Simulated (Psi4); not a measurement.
# GaH3O (SMILES [H][Ga]([H])[OH]): TPSSh/aug-cc-pVDZ

Aim: the vertical electron affinity of GaH3O at TPSSh/aug-cc-pVDZ, from 2 runs. 

Program for the calculation: Psi4 1.11.

### Step 1. The molecule

The species is GaH3O (5 atoms), meant as a singlet with charge 0. As SMILES, `[H][Ga]([H])[OH]`. The shape comes from GFN2-xTB, which is rough for such elements, and wasn't checked as a minimum.

Bond lengths: Ga1–O4 1.682 Å, Ga1–H2 1.540 Å, Ga1–H3 1.542 Å, O4–H5 0.950 Å. Angles: Ga1–O4–H5 176.5°, H2–Ga1–O4 116.1°, H3–Ga1–O4 117.9°, H2–Ga1–H3 126.0°.

### Step 2. Energy and gradient at TPSSh/aug-cc-pVDZ

gah3o.xyz

```xyz
5
GaH3O
Ga     0.293780     0.490920    -0.110630
H      1.826770     0.378040    -0.207030
H     -0.531820     1.781830    -0.280820
O     -0.535280    -0.937360     0.210110
H     -1.053450    -1.713430     0.388370
```

run.py

```python
import psi4

psi4.set_memory(1600000000)
psi4.set_num_threads(1)
psi4.core.set_output_file('output.dat', False)

with open('gah3o.xyz') as f:
    atoms = ''.join(f.readlines()[2:])
molecule = psi4.geometry('0 1\n' + atoms + 'symmetry c1')

psi4.set_options({
    'puream': True,
    'e_convergence': 1e-09,
    'd_convergence': 1e-08,
    'scf_type': 'pk',
    'dft_radial_points': 99,
    'dft_spherical_points': 590,
})

e, wfn = psi4.gradient("tpssh/aug-cc-pVDZ", return_wfn=True)
print('gradient / Eh bohr^-1')
print(e.np.round(6))
print(f'energy = {wfn.energy():.10f} Eh')
```

Command:

```sh
python run.py
```

output.dat:

```text
[...]
  Running in c1 symmetry.
[...]
  Nuclear repulsion =  113.556993935151965
[...]
  Multiplicity = 1
[...]
  Nalpha       = 21
  Nbeta        = 21
[...]
    Number of basis functions: 86
[...]
   @RKS iter   1: -2000.95651988329382   -2.74027e+00   1.50207e-02 DIIS/ADIIS
[...]
   @RKS iter  10: -2001.83301410647664   -1.61435e-11   9.82913e-09 DIIS
[...]
    Orbital Energies [Eh]
    ---------------------
    Doubly Occupied:
       1A   -372.335533     2A    -45.770963     3A    -40.498490
       4A    -40.493662     5A    -40.493583     6A    -19.054729
       7A     -5.458279     8A     -3.742971     9A     -3.733337
      10A     -3.730368    11A     -0.962552    12A     -0.801517
      13A     -0.799918    14A     -0.796008    15A     -0.794151
      16A     -0.791017    17A     -0.521312    18A     -0.376142
      19A     -0.327138    20A     -0.302480    21A     -0.260406
[...]
  @RKS Final Energy: -2001.83301410647664
   => Energetics <=
    Nuclear Repulsion Energy =            113.5569939351519650
    One-Electron Energy =               -3014.8183706588761197
    Two-Electron Energy =                 975.9020699460172636
    DFT Exchange-Correlation Energy =     -76.4737073287698337
    Empirical Dispersion Energy =           0.0000000000000000
    VV10 Nonlocal Energy =                  0.0000000000000000
    Total Energy =                      -2001.8330141064766394
[...]
 Multipole Moments:
 ------------------------------------------------------------------------------------
     Multipole            Electronic (a.u.)      Nuclear  (a.u.)        Total (a.u.)
 ------------------------------------------------------------------------------------
 L = 1.  Multiply by 2.5417464519 to convert [e a0] to [Debye]
 Dipole X            :          1.0393986           -1.1930445           -0.1536459
 Dipole Y            :          1.8067810           -1.9808706           -0.1740896
 Dipole Z            :         -0.4042486            0.4467291            0.0424805
 Magnitude           :                                                    0.2360484
[...]
  -Total Gradient:
     Atom            X                  Y                   Z
    ------   -----------------  -----------------  -----------------
       1       -0.022808622804    -0.041136061443     0.009185154293
       2       -0.006961979444     0.001492185236     0.000251941065
       3        0.004747040997    -0.005010467275     0.000535185081
       4        0.022065770390     0.043643439353    -0.009578029381
       5        0.002959290633     0.001014784137    -0.000395079200
[...]
```

Standard output:

```text
gradient / Eh bohr^-1
[[-0.022809 -0.041136  0.009185]
 [-0.006962  0.001492  0.000252]
 [ 0.004747 -0.00501   0.000535]
 [ 0.022066  0.043643 -0.009578]
 [ 0.002959  0.001015 -0.000395]]
energy = -2001.8330141065 Eh
```

Run time: 55 s. Hardware: 1 thread of AMD EPYC 7R43 (Zen 3), shared host; peak memory 1.1 GiB.

### Step 3. The doublet anion at the same level

input.dat

```
memory 1.6 GB

molecule {
  -1 2
  Ga     0.293780     0.490920    -0.110630
  H      1.826770     0.378040    -0.207030
  H     -0.531820     1.781830    -0.280820
  O     -0.535280    -0.937360     0.210110
  H     -1.053450    -1.713430     0.388370
  symmetry c1
}

set basis aug-cc-pVDZ
set reference uks
set puream true
set e_convergence 1e-09
set d_convergence 1e-08
set scf_type pk
set dft_radial_points 99
set dft_spherical_points 590
set maxiter 200

gradient("tpssh")
print_variables()
```

Command:

```sh
psi4 -n 1 input.dat output.dat
```

output.dat:

```text
[...]
  Running in c1 symmetry.
[...]
  Nuclear repulsion =  113.556993935151965
[...]
  Multiplicity = 2
[...]
  Nalpha       = 22
  Nbeta        = 21
[...]
    Number of basis functions: 86
[...]
   @UKS iter   1: -2000.60095373093486   -2.38470e+00   1.62184e-02 DIIS/ADIIS
[...]
   @UKS iter  18: -2001.82212373319112   -1.68257e-11   8.23194e-09 DIIS
[...]
   @S^2 Observed:                7.510774293E-01
[...]
    Orbital Energies [Eh]
    ---------------------
    Alpha Occupied:
       1A   -372.164033     2A    -45.599457     3A    -40.326550
       4A    -40.322520     5A    -40.322350     6A    -18.899008
       7A     -5.286307     8A     -3.568798     9A     -3.562465
      10A     -3.559552    11A     -0.809039    12A     -0.628688
      13A     -0.627314    14A     -0.624287    15A     -0.623332
      16A     -0.622744    17A     -0.365918    18A     -0.216897
      19A     -0.171258    20A     -0.151419    21A     -0.105172
      22A      0.057488
    Alpha Virtual:
      23A      0.083676    24A      0.087181    25A      0.096517
[...]
  @UKS Final Energy: -2001.82212373319112
   => Energetics <=
    Nuclear Repulsion Energy =            113.5569939351519650
    One-Electron Energy =               -3021.7921727273815122
    Two-Electron Energy =                 982.9829678920661991
    DFT Exchange-Correlation Energy =     -76.5699128330279279
    Empirical Dispersion Energy =           0.0000000000000000
    VV10 Nonlocal Energy =                  0.0000000000000000
    Total Energy =                      -2001.8221237331911198
[...]
 Multipole Moments:
 ------------------------------------------------------------------------------------
     Multipole            Electronic (a.u.)      Nuclear  (a.u.)        Total (a.u.)
 ------------------------------------------------------------------------------------
 L = 1.  Multiply by 2.5417464519 to convert [e a0] to [Debye]
 Dipole X            :          0.6174650           -1.1930445           -0.5755795
 Dipole Y            :          1.0695741           -1.9808706           -0.9112965
 Dipole Z            :         -0.2386238            0.4467291            0.2081054
 Magnitude           :                                                    1.0977527
[...]
  -Total Gradient:
     Atom            X                  Y                   Z
    ------   -----------------  -----------------  -----------------
       1       -0.030621128912    -0.054801606901     0.012231504031
       2       -0.009169630000     0.001725891588     0.000385788844
       3        0.005982686576    -0.006825688567     0.000776215021
       4        0.032626557118     0.061708788408    -0.013654023895
       5        0.001185386913    -0.001799304343     0.000258740964
[...]
```

It took 1.8 min on 1 thread of AMD EPYC 7R43 (Zen 3), shared host; peak memory 1.1 GiB.

### Step 4. Results

At TPSSh/aug-cc-pVDZ:

| quantity | value |
| --- | --- |
| singlet GaH3O: total energy | -2001.83301 Eh |
| singlet GaH3O: dipole moment | 0.60 D |
| singlet GaH3O: HOMO energy | -7.09 eV |
| singlet GaH3O: LUMO energy | -1.31 eV |
| singlet GaH3O: HOMO–LUMO gap | 5.77 eV |
| singlet GaH3O: largest force on an atom | 2.563 eV/Å |
| doublet anion: total energy | -2001.82212 Eh |
| doublet anion: HOMO energy (highest over α and β) | 1.56 eV |
| doublet anion: LUMO energy (lowest over α and β) | 2.28 eV |
| doublet anion: ⟨S²⟩ | 0.751 |
| doublet anion: largest force on an atom | 3.657 eV/Å |
| vertical electron affinity (to the doublet anion) | -0.296 eV |

In words: The anion lies 0.30 eV (6.8 kcal/mol) above the neutral: the electron isn't bound at this level, and such a value depends on the basis. The largest force (singlet GaH3O) is 2.56 eV/Å: the shape isn't a stationary point for this species at this level. The HOMO (doublet anion) lies at positive energy, 1.56 eV; only total energies tell whether the electron is bound.
